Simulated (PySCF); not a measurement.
# C4H12Ge: NMR shieldings

Aim: compute the NMR shieldings of C4H12Ge (`[CH3][Ge]([CH3])([CH3])[CH3]`).

Programs: PySCF 2.14.0, with routines of our own; each step states its level. All values are computed. Atoms count from 0.

3 further runs of the same task are left out: 3 for a basis unfit for spin-orbit shieldings.

## 1. The system as given

17 atoms, charge 0, multiplicity 1; geometry from: GFN2-xTB.

## 2. NMR shieldings: PBE0/x2c-SVPall-2c Ge:us-x2c-SVPall-2c, spin-free

What the job is given:

```
{"job": {"xc": "PBE0", "basis": {"default": "x2c-SVPall-2c", "Ge": "us-x2c-SVPall-2c"}, "rel": "sf", "kind": "hnmr"}, "charge": 0, "multiplicity": 1}
C     -0.472545    -0.999334    -1.654053
Ge    -0.001413    -0.000896    -0.001443
C     -0.021557     1.950221    -0.378336
C     -1.321610    -0.411909     1.425800
C      1.813589    -0.537703     0.603765
H     -1.462241    -0.720982    -2.003807
H     -0.466470    -2.070186    -1.473759
H      0.236597    -0.787228    -2.448641
H      0.240017     2.516916     0.510297
H     -1.006170     2.271200    -0.705315
H      0.690923     2.199874    -1.158873
H     -2.323316    -0.125823     1.119660
H     -1.327916    -1.474153     1.651505
H     -1.082142     0.126793     2.337803
H      1.850668    -1.601541     0.818389
H      2.554970    -0.320949    -0.159590
H      2.091618    -0.002271     1.506687
```

Method: PBE0/x2c-SVPall-2c Ge:us-x2c-SVPall-2c GIAO NMR shielding, spin-free X2C, Gaussian nuclei, gas phase.

The run is started by

```
> OMP_NUM_THREADS=1 python heavy_run.py task.json out
```

The driver reads the jobs from task.json and runs them one after another.

What it wrote:

```text
spin-free SCF
coarse grid: 57800 points
cycle   1  E = -2257.6290807936  dE = -1.343e-01  |g| = 7.100e-01  |ddm| = 3.943e+00
cycle   2  E = -2257.6026830522  dE =  2.640e-02  |g| = 8.743e-01  |ddm| = 1.089e+00
cycle   3  E = -2257.7130530839  dE = -1.104e-01  |g| = 4.837e-02  |ddm| = 5.507e-01
cycle   4  E = -2257.7132989746  dE = -2.459e-04  |g| = 2.520e-02  |ddm| = 5.470e-02
cycle   5  E = -2257.7134118928  dE = -1.129e-04  |g| = 4.477e-04  |ddm| = 2.080e-02
cycle   6  E = -2257.7134119427  dE = -4.992e-08  |g| = 2.690e-04  |ddm| = 1.197e-03
final grid: 122336 points
cycle   7  E = -2257.7134223485  dE = -3.240e-08  |g| = 3.924e-04  |ddm| = 1.658e-03
cycle   8  E = -2257.7134223398  dE =  8.718e-09  |g| = 5.560e-04  |ddm| = 6.749e-04
cycle   9  E = -2257.7134223693  dE = -2.953e-08  |g| = 2.952e-05  |ddm| = 3.083e-04
cycle  10  E = -2257.7134223696  dE = -2.728e-10  |g| = 2.463e-06  |ddm| = 4.617e-05
converged SCF energy = -2257.7134223696
check of the scalar solution
cycle   1  E = -2257.7134223696  dE = -2.258e+03  |FDS-SDF| = 2.463e-06
cycle   2  E = -2257.7134223696  dE =  2.274e-12  |FDS-SDF| = 1.731e-06
converged, E = -2257.7134223696

Field gradients (au) and densities at the nuclei (bohr^-3)
atom        Vxx        Vyy        Vzz        centre      nuclear mean
  0 C      0.0089     0.0091    -0.0180        113.914        113.913
  1 Ge    -0.0006    -0.0018     0.0024      25975.018      25970.848
  2 C      0.0092     0.0093    -0.0185        113.914        113.913
  3 C      0.0089     0.0094    -0.0184        113.913        113.913
  4 C      0.0092     0.0094    -0.0186        113.914        113.913
  5 H     -0.1634    -0.1703     0.3337          0.369          0.369
  6 H     -0.1634    -0.1703     0.3338          0.369          0.369
  7 H     -0.1634    -0.1704     0.3338          0.369          0.369
  8 H     -0.1634    -0.1704     0.3338          0.369          0.369
  9 H     -0.1634    -0.1703     0.3337          0.369          0.369
 10 H     -0.1635    -0.1704     0.3338          0.369          0.369
 11 H     -0.1635    -0.1705     0.3340          0.369          0.369
 12 H     -0.1634    -0.1703     0.3337          0.369          0.369
 13 H     -0.1634    -0.1703     0.3337          0.369          0.369
 14 H     -0.1634    -0.1704     0.3338          0.369          0.369
 15 H     -0.1634    -0.1703     0.3337          0.369          0.369
 16 H     -0.1634    -0.1704     0.3338          0.369          0.369
without picture change
  1 Ge                           0.0025                     33849.052

Core orbital energies (eV)
atom   shell        mean    spread
  1 Ge 1s       -11002.754   0.000
  1 Ge 2s        -1390.687   0.000
  1 Ge 3s         -175.648   0.000
  1 Ge 4s          -17.719   0.000
  1 Ge 2p        -1214.171   0.000
  1 Ge 3p         -121.098   0.000
  1 Ge 3d          -31.885   0.066

Shielding tensors (ppm)
atom      isotropic    diamagn.    paramagn.     s11        s22        s33       span
  0 C       194.07      248.04      -53.96     189.18     189.30     203.74      14.56
  1 Ge     1354.95     2769.52    -1414.57    1354.17    1355.08    1355.61       1.45
  2 C       194.05      248.06      -54.01     189.19     189.23     203.73      14.54
  3 C       194.07      248.06      -53.99     189.20     189.29     203.72      14.52
  4 C       194.05      248.07      -54.02     189.19     189.25     203.70      14.52
  5 H        31.62       31.09        0.53      26.67      28.72      39.47      12.80
  6 H        31.62       31.09        0.53      26.67      28.72      39.48      12.80
  7 H        31.63       31.10        0.53      26.68      28.73      39.47      12.78
  8 H        31.63       31.11        0.52      26.68      28.73      39.47      12.79
  9 H        31.62       31.10        0.52      26.68      28.72      39.47      12.79
 10 H        31.63       31.11        0.52      26.68      28.73      39.47      12.79
 11 H        31.63       31.10        0.52      26.68      28.72      39.48      12.80
 12 H        31.62       31.09        0.53      26.67      28.72      39.47      12.80
 13 H        31.63       31.11        0.52      26.68      28.74      39.46      12.78
 14 H        31.63       31.11        0.52      26.68      28.72      39.47      12.79
 15 H        31.62       31.10        0.52      26.68      28.72      39.47      12.79
 16 H        31.63       31.12        0.51      26.68      28.74      39.47      12.78
```

Run time: 35 s. Hardware: 1 thread of Intel Xeon Platinum 8259CL at 2.50GHz, shared host; peak memory 1.1 GiB.

## 3. NMR shieldings: PBE0/x2c-SVPall-2c Ge:us-x2c-SVPall-2c in water, spin-free

The job, as its differences from that of step 2:

```diff
@@ -1,2 +1,2 @@
-{"job": {"xc": "PBE0", "basis": {"default": "x2c-SVPall-2c", "Ge": "us-x2c-SVPall-2c"}, "rel": "sf", "kind": "hnmr"}, "charge": 0, "multiplicity": 1}
+{"job": {"xc": "PBE0", "basis": {"default": "x2c-SVPall-2c", "Ge": "us-x2c-SVPall-2c"}, "rel": "sf", "solvent": "water", "kind": "hnmr"}, "charge": 0, "multiplicity": 1}
 C     -0.472545    -0.999334    -1.654053
```

With the program's defaults for keys left out, this is: PBE0/x2c-SVPall-2c Ge:us-x2c-SVPall-2c GIAO NMR shielding, spin-free X2C, Gaussian nuclei, IEF-PCM water.

What it wrote:

```text
spin-free SCF
coarse grid: 57800 points
cycle   1  E = -2257.6322797676  dE = -1.370e-01  |g| = 7.068e-01  |ddm| = 3.943e+00
cycle   2  E = -2257.6079544144  dE =  2.433e-02  |g| = 8.669e-01  |ddm| = 1.057e+00
cycle   3  E = -2257.7144646477  dE = -1.065e-01  |g| = 5.030e-02  |ddm| = 5.355e-01
cycle   4  E = -2257.7147433253  dE = -2.787e-04  |g| = 2.437e-02  |ddm| = 5.519e-02
cycle   5  E = -2257.7148486778  dE = -1.054e-04  |g| = 7.165e-04  |ddm| = 1.976e-02
cycle   6  E = -2257.7148488110  dE = -1.333e-07  |g| = 4.310e-04  |ddm| = 1.853e-03
final grid: 122336 points
cycle   7  E = -2257.7148591774  dE = -3.649e-08  |g| = 5.879e-04  |ddm| = 1.825e-03
cycle   8  E = -2257.7148591625  dE =  1.490e-08  |g| = 8.264e-04  |ddm| = 9.728e-04
cycle   9  E = -2257.7148592225  dE = -6.004e-08  |g| = 4.586e-05  |ddm| = 4.296e-04
cycle  10  E = -2257.7148592232  dE = -6.794e-10  |g| = 2.167e-06  |ddm| = 7.065e-05
converged SCF energy = -2257.7148592232
check of the scalar solution
cycle   1  E = -2257.7148592232  dE = -2.258e+03  |FDS-SDF| = 2.167e-06
cycle   2  E = -2257.7148592232  dE =  8.640e-12  |FDS-SDF| = 1.686e-06
converged, E = -2257.7148592232

Field gradients (au) and densities at the nuclei (bohr^-3)
atom        Vxx        Vyy        Vzz        centre      nuclear mean
  0 C      0.0078     0.0080    -0.0158        113.912        113.912
  1 Ge    -0.0006    -0.0020     0.0026      25975.012      25970.842
  2 C      0.0081     0.0082    -0.0164        113.912        113.912
  3 C      0.0079     0.0083    -0.0161        113.912        113.912
  4 C      0.0081     0.0083    -0.0164        113.912        113.912
  5 H     -0.1634    -0.1703     0.3337          0.369          0.369
  6 H     -0.1634    -0.1703     0.3337          0.369          0.369
  7 H     -0.1634    -0.1703     0.3337          0.369          0.369
  8 H     -0.1634    -0.1703     0.3337          0.369          0.369
  9 H     -0.1633    -0.1703     0.3336          0.369          0.369
 10 H     -0.1634    -0.1703     0.3338          0.369          0.369
 11 H     -0.1635    -0.1705     0.3340          0.369          0.369
 12 H     -0.1634    -0.1703     0.3336          0.369          0.369
 13 H     -0.1634    -0.1703     0.3336          0.369          0.369
 14 H     -0.1634    -0.1704     0.3338          0.369          0.369
 15 H     -0.1633    -0.1703     0.3336          0.369          0.369
 16 H     -0.1634    -0.1703     0.3337          0.369          0.369
without picture change
  1 Ge                           0.0027                     33849.044

Core orbital energies (eV)
atom   shell        mean    spread
  1 Ge 1s       -11002.671   0.000
  1 Ge 2s        -1390.603   0.000
  1 Ge 3s         -175.564   0.000
  1 Ge 4s          -17.630   0.000
  1 Ge 2p        -1214.087   0.000
  1 Ge 3p         -121.014   0.000
  1 Ge 3d          -31.801   0.066

Shielding tensors (ppm)
atom      isotropic    diamagn.    paramagn.     s11        s22        s33       span
  0 C       194.95      248.40      -53.46     189.98     190.09     204.77      14.79
  1 Ge     1354.75     2769.45    -1414.70    1353.95    1354.89    1355.41       1.47
  2 C       194.93      248.43      -53.50     189.99     190.03     204.76      14.76
  3 C       194.94      248.43      -53.49     190.00     190.09     204.75      14.75
  4 C       194.92      248.44      -53.51     189.99     190.05     204.73      14.74
  5 H        31.60       31.11        0.49      26.60      28.70      39.50      12.90
  6 H        31.59       31.11        0.49      26.60      28.69      39.50      12.91
  7 H        31.60       31.12        0.48      26.61      28.70      39.49      12.88
  8 H        31.60       31.13        0.47      26.61      28.70      39.50      12.89
  9 H        31.60       31.12        0.48      26.61      28.69      39.50      12.89
 10 H        31.60       31.13        0.47      26.61      28.70      39.50      12.89
 11 H        31.60       31.12        0.48      26.61      28.70      39.50      12.90
 12 H        31.59       31.11        0.48      26.60      28.69      39.50      12.90
 13 H        31.60       31.13        0.47      26.60      28.71      39.49      12.88
 14 H        31.60       31.12        0.47      26.61      28.69      39.49      12.89
 15 H        31.60       31.12        0.47      26.60      28.69      39.50      12.89
 16 H        31.60       31.14        0.47      26.61      28.71      39.49      12.88
```

Wall time 37 s (1 thread of Intel Xeon Platinum 8259CL at 2.50GHz, shared host); peak memory 1.2 GiB.

## 4. NMR shieldings: PBE0/x2c-SVPall-2c Ge:us-x2c-SVPall-2c in dichloromethane, spin-free

The job, as its differences from that of step 3:

```diff
@@ -1,2 +1,2 @@
-{"job": {"xc": "PBE0", "basis": {"default": "x2c-SVPall-2c", "Ge": "us-x2c-SVPall-2c"}, "rel": "sf", "solvent": "water", "kind": "hnmr"}, "charge": 0, "multiplicity": 1}
+{"job": {"xc": "PBE0", "basis": {"default": "x2c-SVPall-2c", "Ge": "us-x2c-SVPall-2c"}, "rel": "sf", "solvent": "dichloromethane", "kind": "hnmr"}, "charge": 0, "multiplicity": 1}
 C     -0.472545    -0.999334    -1.654053
```

Method: PBE0/x2c-SVPall-2c Ge:us-x2c-SVPall-2c GIAO NMR shielding, spin-free X2C, Gaussian nuclei, IEF-PCM dichloromethane.

What it wrote:

```text
spin-free SCF
coarse grid: 57800 points
cycle   1  E = -2257.6317918001  dE = -1.365e-01  |g| = 7.072e-01  |ddm| = 3.943e+00
cycle   2  E = -2257.6071489616  dE =  2.464e-02  |g| = 8.681e-01  |ddm| = 1.062e+00
cycle   3  E = -2257.7142402664  dE = -1.071e-01  |g| = 5.003e-02  |ddm| = 5.377e-01
cycle   4  E = -2257.7145145100  dE = -2.742e-04  |g| = 2.449e-02  |ddm| = 5.511e-02
cycle   5  E = -2257.7146209351  dE = -1.064e-04  |g| = 6.746e-04  |ddm| = 1.990e-02
cycle   6  E = -2257.7146210505  dE = -1.154e-07  |g| = 4.198e-04  |ddm| = 1.772e-03
final grid: 122336 points
cycle   7  E = -2257.7146314249  dE = -3.565e-08  |g| = 5.745e-04  |ddm| = 1.818e-03
cycle   8  E = -2257.7146314102  dE =  1.469e-08  |g| = 8.087e-04  |ddm| = 9.641e-04
cycle   9  E = -2257.7146314689  dE = -5.868e-08  |g| = 4.562e-05  |ddm| = 4.270e-04
cycle  10  E = -2257.7146314695  dE = -6.739e-10  |g| = 2.123e-06  |ddm| = 6.992e-05
converged SCF energy = -2257.7146314695
check of the scalar solution
cycle   1  E = -2257.7146314695  dE = -2.258e+03  |FDS-SDF| = 2.123e-06
cycle   2  E = -2257.7146314695  dE = -9.095e-12  |FDS-SDF| = 1.627e-06
converged, E = -2257.7146314695

Field gradients (au) and densities at the nuclei (bohr^-3)
atom        Vxx        Vyy        Vzz        centre      nuclear mean
  0 C      0.0080     0.0081    -0.0161        113.912        113.912
  1 Ge    -0.0006    -0.0020     0.0026      25975.013      25970.843
  2 C      0.0083     0.0084    -0.0167        113.912        113.912
  3 C      0.0080     0.0084    -0.0165        113.912        113.912
  4 C      0.0083     0.0085    -0.0167        113.912        113.912
  5 H     -0.1634    -0.1703     0.3337          0.369          0.369
  6 H     -0.1634    -0.1703     0.3337          0.369          0.369
  7 H     -0.1634    -0.1703     0.3337          0.369          0.369
  8 H     -0.1634    -0.1703     0.3337          0.369          0.369
  9 H     -0.1633    -0.1703     0.3336          0.369          0.369
 10 H     -0.1634    -0.1704     0.3338          0.369          0.369
 11 H     -0.1635    -0.1705     0.3340          0.369          0.369
 12 H     -0.1634    -0.1703     0.3336          0.369          0.369
 13 H     -0.1634    -0.1703     0.3337          0.369          0.369
 14 H     -0.1634    -0.1704     0.3338          0.369          0.369
 15 H     -0.1633    -0.1703     0.3336          0.369          0.369
 16 H     -0.1634    -0.1703     0.3337          0.369          0.369
without picture change
  1 Ge                           0.0027                     33849.046

Core orbital energies (eV)
atom   shell        mean    spread
  1 Ge 1s       -11002.677   0.000
  1 Ge 2s        -1390.610   0.000
  1 Ge 3s         -175.571   0.000
  1 Ge 4s          -17.638   0.000
  1 Ge 2p        -1214.094   0.000
  1 Ge 3p         -121.021   0.000
  1 Ge 3d          -31.808   0.066

Shielding tensors (ppm)
atom      isotropic    diamagn.    paramagn.     s11        s22        s33       span
  0 C       194.80      248.34      -53.54     189.85     189.96     204.60      14.74
  1 Ge     1354.78     2769.46    -1414.69    1353.97    1354.92    1355.44       1.47
  2 C       194.78      248.36      -53.58     189.86     189.90     204.58      14.72
  3 C       194.80      248.37      -53.57     189.87     189.96     204.57      14.70
  4 C       194.78      248.38      -53.60     189.86     189.92     204.56      14.70
  5 H        31.60       31.11        0.49      26.61      28.70      39.49      12.88
  6 H        31.60       31.10        0.49      26.61      28.69      39.50      12.89
  7 H        31.60       31.11        0.49      26.62      28.70      39.49      12.87
  8 H        31.61       31.13        0.48      26.62      28.71      39.49      12.87
  9 H        31.60       31.12        0.48      26.62      28.69      39.49      12.87
 10 H        31.61       31.12        0.48      26.62      28.70      39.49      12.87
 11 H        31.61       31.12        0.49      26.62      28.70      39.50      12.88
 12 H        31.60       31.11        0.49      26.61      28.69      39.49      12.89
 13 H        31.60       31.12        0.48      26.62      28.71      39.48      12.86
 14 H        31.60       31.12        0.48      26.62      28.70      39.49      12.87
 15 H        31.60       31.12        0.48      26.61      28.70      39.49      12.88
 16 H        31.61       31.13        0.48      26.62      28.71      39.49      12.87
```

Run time: 36 s. Hardware: 1 thread of Intel Xeon Platinum 8259CL at 2.50GHz, shared host; peak memory 1.2 GiB.

## 5. Shieldings side by side

| run | C2 | C3 | C0 | C4 | Ge1 | H12 | H14 | time |
| --- | --- | --- | --- | --- | --- | --- | --- | --- |
| step 2, PBE0/x2c-SVPall-2c Ge:us-x2c-SVPall-2c, spin-free | 194.0 | 194.1 | 194.1 | 194.0 | 1355.0 | 31.6 | 31.6 | 35 s |
| step 3, PBE0/x2c-SVPall-2c Ge:us-x2c-SVPall-2c in water, spin-free | 194.9 | 194.9 | 194.9 | 194.9 | 1354.8 | 31.6 | 31.6 | 37 s |
| step 4, PBE0/x2c-SVPall-2c Ge:us-x2c-SVPall-2c in dichloromethane, spin-free | 194.8 | 194.8 | 194.8 | 194.8 | 1354.8 | 31.6 | 31.6 | 36 s |

## 6. Outcome

```
                                                                                 quantity                                                   value
                   shieldings (step 2, PBE0/x2c-SVPall-2c Ge:us-x2c-SVPall-2c, spin-free)  C0 194.1, Ge1 1355.0, C2 194.0, C3 194.1, C4 194.0 ppm
          shieldings (step 3, PBE0/x2c-SVPall-2c Ge:us-x2c-SVPall-2c in water, spin-free)  C0 194.9, Ge1 1354.8, C2 194.9, C3 194.9, C4 194.9 ppm
shieldings (step 4, PBE0/x2c-SVPall-2c Ge:us-x2c-SVPall-2c in dichloromethane, spin-free)  C0 194.8, Ge1 1354.8, C2 194.8, C3 194.8, C4 194.8 ppm
```

What this shows: C2 (with its equivalent atoms) moves most between the runs, by 1 ppm; the labels say what changes from run to run.
